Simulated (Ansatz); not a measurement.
# SiBrCl: one structure at several levels

The task here is to estimate one member of a computed series from the others.

The runs use Ansatz 0.2.0, Gaussian basis; single points in def2-TZVPP.

Cores are frozen in the correlated methods. Filled d shells of the heavier atoms are correlated.

## Starting geometry

SMILES `Cl[Si]Br`, 3 atoms, charge 0, spin multiplicity 1.

Atoms are counted from 1 here; the program's logs count them from 0.

Bond lengths: Cl1–Si2 1.983 Å, Si2–Br3 2.249 Å. Angles: Cl1–Si2–Br3 104.1°.

Geometry (Å):

```
Cl    0.6250    1.4520    0.5639
Si   -0.7513    0.3530   -0.3469
Br    0.0194   -1.7525   -0.1675
```

Set-up of the first run:

File run/in.yaml:

```yaml
crystal:
  periodic: [false, false, false]
  atoms:
    - {symbol: Cl, position_ang: [0.625000, 1.452000, 0.563900]}
    - {symbol: Si, position_ang: [-0.751300, 0.353000, -0.346900]}
    - {symbol: Br, position_ang: [0.019400, -1.752500, -0.167500]}
basis:
  gaussian: {orbitals: def2-TZVPP}
correlation: {method: ccsd_t}
output: {forces: true}
```

The command line of these runs was not kept.

Steps of the session up to this table: CCSD(T)/def2-TZVPP; PBE0-D4/def2-TZVPP; wB97M-V/def2-TZVPP; r2SCAN-D4/def2-TZVPP; PBE-D4/def2-TZVPP; BLYP-D4/def2-TZVPP; r2SCAN0-D4/def2-TZVPP.

One of the session's tables, all rows but one given; the rest of the session is left out.

```
    method  RMS force component (eV/Å)  angle to CCSD(T) forces (°)  dipole (D)
   CCSD(T)                       0.881                    reference        0.86
   PBE0-D4                       0.850                          1.6        0.83
   wB97M-V                       0.871                          2.4        1.02
 r2SCAN-D4                           ?                            ?           ?
    PBE-D4                       1.008                          7.5        0.73
   BLYP-D4                       1.137                         12.9        0.81
r2SCAN0-D4                       0.794                          2.3        0.84
```

**Question.** Estimate the row for r2SCAN-D4.

The run gave: RMS force component (eV/Å): 0.888; angle to CCSD(T) forces (°): 3.7; dipole (D): 0.75. In the column «RMS force component (eV/Å)» it lies between CCSD(T) (0.881) and PBE-D4 (1.008).
